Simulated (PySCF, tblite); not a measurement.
# C₂H₈ClOSi₂ radical, a small gas-phase stand-in for a defect centre (C site with back bonds O[SiH3], C[SiH3], Cl): EPR parameters

What EPR parameters should one expect for `[SiH3]C[C](Cl)O[SiH3]`? It is drawn as: dangling bond.

Programs: tblite 0.8.0 and PySCF 2.14.0. All values are calculated, for the isolated system unless a continuum is named. Atoms count from 0, parts from 1.

## Step 1: The system as given

14 atoms, charge 0, multiplicity 2; geometry: distance geometry start.

## Step 2: Relaxing the cluster with GFN2-xTB

The job: settings as JSON, then the geometry in Å.

```
{"job": {"kind": "relax", "xc": "GFN2-xTB", "basis": "xTB"}, "charge": 0, "multiplicity": 2}
C      0.485492     0.411401     0.967050
O      0.042523    -0.577046     1.845784
Si     0.841199    -2.157859     2.048877
C     -0.383265     0.662059    -0.189169
Si    -0.113157    -0.646476    -1.443118
Cl     2.219841     0.480050     0.669889
H      0.336075    -2.769666     3.238587
H      2.245971    -1.965556     2.156623
H      0.554672    -2.964405     0.923247
H     -1.368228     0.650402     0.135419
H     -0.171215     1.588703    -0.581882
H      1.256080    -0.995945    -1.472319
H     -0.895363    -1.764055    -1.183159
H     -0.486675    -0.119160    -2.744221
```

Level: GFN2-xTB geometry optimisation, gas phase.

Started as:

```sh
> OMP_NUM_THREADS=1 python cluster_run.py task.json out
```

One launch serves the whole session: the jobs run in the order shown.

**Question.** The jobs that follow are: PBE0-D3(BJ)/def2-SVP geometry optimisation, gas phase; UKS B3LYP, IGLO-III on C Cl O Si, pcH-1 on H, non-relativistic, mean-field spin-orbit, GIAO; UKS BHandHLYP, IGLO-III on C Cl O Si, pcH-1 on H, non-relativistic, mean-field spin-orbit, GIAO. Predict: point group; rotational constants (main isotopes); g(iso) (B3LYP); ⟨S²⟩; largest a(iso).

The runs gave:

| quantity | value |
| --- | --- |
| point group | C1 |
| rotational constants (main isotopes) | 2.64, 1.10, 0.89 GHz |
| g(iso) (B3LYP) | 2.00483 |
| ⟨S²⟩ | 0.753 (exact 0.75) |
| largest a(iso) | 13C on C0, 322.8 MHz |

What this shows: The start of the PBE0/def2-SVP relaxation was shaken at random by about 0.01 Å, so part of the energy gained, and of the first lengths quoted, undoes that. Relaxing lowered the energy by 0.330 eV in 10 steps; the close pair that moved most is O1–Si2, from 1.626 to 1.695 Å (PBE0/def2-SVP). C0 carries the largest spin population, 0.80 e. The isotropic g lies 2.5 ppt above the free-electron value. The coupling of 13C on C0 runs from 322.8 (B3LYP/IGLO-III+pcH-1) to 366.0 MHz (BHandHLYP/IGLO-III+pcH-1). A capped cluster stands for the solid here, so long-range fields and strain are missing, and bands or shifts of the capping hydrogens have no counterpart in it.
